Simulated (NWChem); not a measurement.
**CH6Ge (methyl germane): MP2/DGauss-DZVP**

Aim: the vertical ionisation energy of CH6Ge (methyl germane) at MP2/DGauss-DZVP, from 2 runs. 

The calculation is run with NWChem 7.3.0.

**1. The structure to begin with**

CH6Ge has 8 atoms, charge 0, and is taken as a singlet. SMILES: `[CH3][GeH3]`. The shape is that of a PBE0-D4/def2-TZVP optimisation.

Bond lengths: C1–Ge2 1.953 Å, C1–H3 1.090 Å, C1–H4 1.090 Å, C1–H5 1.091 Å, Ge2–H6 1.539 Å, Ge2–H7 1.539 Å, Ge2–H8 1.539 Å. Some angles: C1–Ge2–H6 110.4°, C1–Ge2–H7 110.4°, C1–Ge2–H8 110.4°, Ge2–C1–H3 110.3°, Ge2–C1–H4 110.3°, Ge2–C1–H5 110.3°, H6–Ge2–H7 108.5°, H6–Ge2–H8 108.5°, H7–Ge2–H8 108.5°, H3–C1–H4 108.6°.

**2. The energy at MP2/DGauss-DZVP**

Input file ch6ge.xyz:

```xyz
8
CH6Ge mp2
C     -0.310900     0.190300    -0.971400
Ge     0.296900    -0.181900     0.846700
H     -1.380100     0.404200    -0.976500
H      0.218800     1.052200    -1.378400
H     -0.124600    -0.669400    -1.616000
H      0.030700     1.028200     1.760100
H      1.807100    -0.479600     0.857700
H     -0.445700    -1.401200     1.422100
```

Input file ch6ge.nw:

```
start ch6ge
title "CH6Ge mp2"
memory total 2200 mb

geometry units angstrom noautosym nocenter noautoz
 load ch6ge.xyz
end

basis spherical bse
 C library DGauss-DZVP
 Ge library DGauss-DZVP
 H library DGauss-DZVP
end

scf
 nopen 0
 rhf
 thresh 1e-08
 maxiter 80
 noprint "final vectors analysis"
end

mp2
 freeze core 10
 tight
end

task mp2 energy
```

Command:

```bash
nwchem ch6ge.nw > ch6ge.out
```

Log:

```text
[...]
  functions       =    53
[...]
  wavefunction    = RHF
[...]
         Total SCF energy =  -2116.203383038164
      One-electron energy =  -3186.123110488587
      Two-electron energy =    949.924811799210
 Nuclear repulsion energy =    119.994915651213
        Time for solution =     10.8s
[...]
          Total MP2 energy         -2116.430845866790
[...]
```

Wall time 14 s (1 thread of AMD EPYC 7R13 (Zen 3), shared host); peak memory 0.11 GiB.

**3. The doublet cation at the same level**

ch6ge.xyz, as its differences from that of step 2:

```diff
@@ -1,3 +1,3 @@
 8
-CH6Ge mp2
+
 C     -0.310900     0.190300    -0.971400
```

Input file ch6ge.nw:

```
start ch6ge
memory 2200 mb
charge 1

geometry noautosym nocenter noautoz
  load ch6ge.xyz
end

basis spherical bse
  * library DGauss-DZVP
end

scf
  nopen 1
  uhf
  thresh 1e-08
  maxiter 80
  print low
end

mp2
  freeze core 10
  tight
end

task mp2 energy
```

Command:

```bash
nwchem ch6ge.nw > ch6ge.out
```

Log:

```text
[...]
  functions       =    53
[...]
  wavefunction    = UHF
[...]
         Total SCF energy =  -2115.818899812105
      One electron energy =  -3174.113542797895
      Two electron energy =    938.299727334577
 Nuclear repulsion energy =    119.994915651213
                       Sz =      0.5000
                 Sz(Sz+1) =      0.7500
                      S^2 =      0.7586
[...]
          Total MP2 energy         -2116.017923387229
[...]
```

It took 51 s on 1 thread of AMD EPYC 7R13 (Zen 3), shared host; peak memory 0.12 GiB.

**4. Outcome**

At MP2/DGauss-DZVP, 10 core orbitals frozen:

| quantity | value |
| --- | --- |
| singlet CH6Ge: total energy | -2116.43085 Eh |
| singlet CH6Ge: correlation energy (10 core orbitals frozen) | -227.5 mEh |
| doublet cation: total energy | -2116.01792 Eh |
| doublet cation: correlation energy (10 core orbitals frozen) | -199.0 mEh |
| doublet cation: ⟨S²⟩ of the reference determinant | 0.759 |
| vertical ionisation energy (to the doublet cation) | 11.236 eV |

In words: The vertical ionisation energy comes to 11.24 eV (259 kcal/mol). Mulliken charges (singlet CH6Ge) run from -0.71 on C1 to +0.21 on H3.
